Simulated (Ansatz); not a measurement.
# BH4S2N: how energies converge with the basis set

How large a basis does BH4S2N need? Two functionals and correlated methods are run in growing sets.

Method: one geometry, several basis sets; program: Ansatz 0.2.0, Gaussian basis.

The runs, in order: PBE0-D4/def2-SVP; ωB97M-V/def2-SVP; PBE0-D4/def2-QZVPP; ωB97M-V/def2-QZVPP; CCSD(T)/cc-pV(D+d)Z; CCSD(T)/cc-pV(T+d)Z; CCSD(T)/cc-pV(Q+d)Z; the functionals' def2-TZVPP values are taken from earlier runs.

### Step 1. Structure used throughout

An earlier PBE0-D4/def2-TZVP relaxation fixed the geometry.

SMILES `NB(S)S`, 8 atoms, charge 0, spin multiplicity 1.

Atoms are counted from 1 here; the program's logs count them from 0.

Bond lengths: N1–B2 1.397 Å, N1–H5 1.004 Å, N1–H6 1.005 Å, B2–S3 1.824 Å, B2–S4 1.820 Å, S3–H7 1.341 Å, S4–H8 1.343 Å. Angles: B2–N1–H5 123.4°, B2–N1–H6 122.7°, H5–N1–H6 113.9°, N1–B2–S3 118.4°, N1–B2–S4 123.5°, S3–B2–S4 118.0°, B2–S3–H7 97.0°, B2–S4–H8 97.7°.

### Step 2. PBE0-D4 in def2-SVP

in.yaml

```yaml
crystal:
  periodic: [false, false, false]
  atoms:
    - {symbol: N, position_ang: [-0.559012, 1.097120, 0.019275]}
    - {symbol: B, position_ang: [0.226686, -0.057758, -0.008528]}
    - {symbol: S, position_ang: [2.041604, 0.126226, -0.025594]}
    - {symbol: S, position_ang: [-0.463160, -1.742288, -0.027394]}
    - {symbol: H, position_ang: [-1.562639, 1.082737, 0.033901]}
    - {symbol: H, position_ang: [-0.165286, 2.021909, 0.027377]}
    - {symbol: H, position_ang: [2.337293, -1.181101, -0.059899]}
    - {symbol: H, position_ang: [-1.763186, -1.403944, -0.014939]}
basis:
  gaussian: {orbitals: def2-SVP}
hamiltonian: {xc: pbe0, dispersion: d4}
output: {orbitals: {seedname: orbitals}}
```

The run is started by

```bash
ansatz run in.yaml --threads 2 --pin off --events-out ev --progress --plain --max-ram 22528MiB --backend cpu
```

The runs that follow: ωB97M-V in def2-SVP; PBE0-D4 in def2-QZVPP; ωB97M-V in def2-QZVPP; CCSD(T) in cc-pV(D+d)Z; CCSD(T) in cc-pV(T+d)Z; CCSD(T) in cc-pV(Q+d)Z.

Before running them: what should the planned runs give, taken together? Wanted: MP2 correlation recovered, cc-pV(D+d)Z; MP2 correlation recovered, cc-pV(T+d)Z; MP2 correlation recovered, cc-pV(Q+d)Z; difference of two CCSD(T) limits: def2 sets; PBE0-D4: double and triple zeta above quadruple; ωB97M-V: double and triple zeta above quadruple.

**Answer**, as computed:

| quantity | value |
| --- | --- |
| MP2 correlation recovered, cc-pV(D+d)Z | 69.2 % |
| MP2 correlation recovered, cc-pV(T+d)Z | 88.2 % |
| MP2 correlation recovered, cc-pV(Q+d)Z | 95.1 % |
| difference of two CCSD(T) limits: def2 sets (earlier runs) less this series | -110 meV |
| PBE0-D4: double and triple zeta above quadruple | 10.79, 0.79 eV |
| ωB97M-V: double and triple zeta above quadruple | 10.80, 0.75 eV |

For PBE0-D4 the step from double to triple zeta gains 10.00 eV and the next only 0.79 eV. In cc-pV(D+d)Z MP2 holds 69 % of its limit, in cc-pV(Q+d)Z 95 %, while Hartree-Fock is within 0.106 eV in the largest set. A limit from the def2 sets, made apart, differs by 110 meV, a least measure of the doubt on such a limit. Total energies overstate the basis error of differences, where much of it tends to cancel. The LUMO of ωB97M-V is positive and keeps falling with the basis (2.46 to 1.27 eV): an unbound level that the basis holds in place.
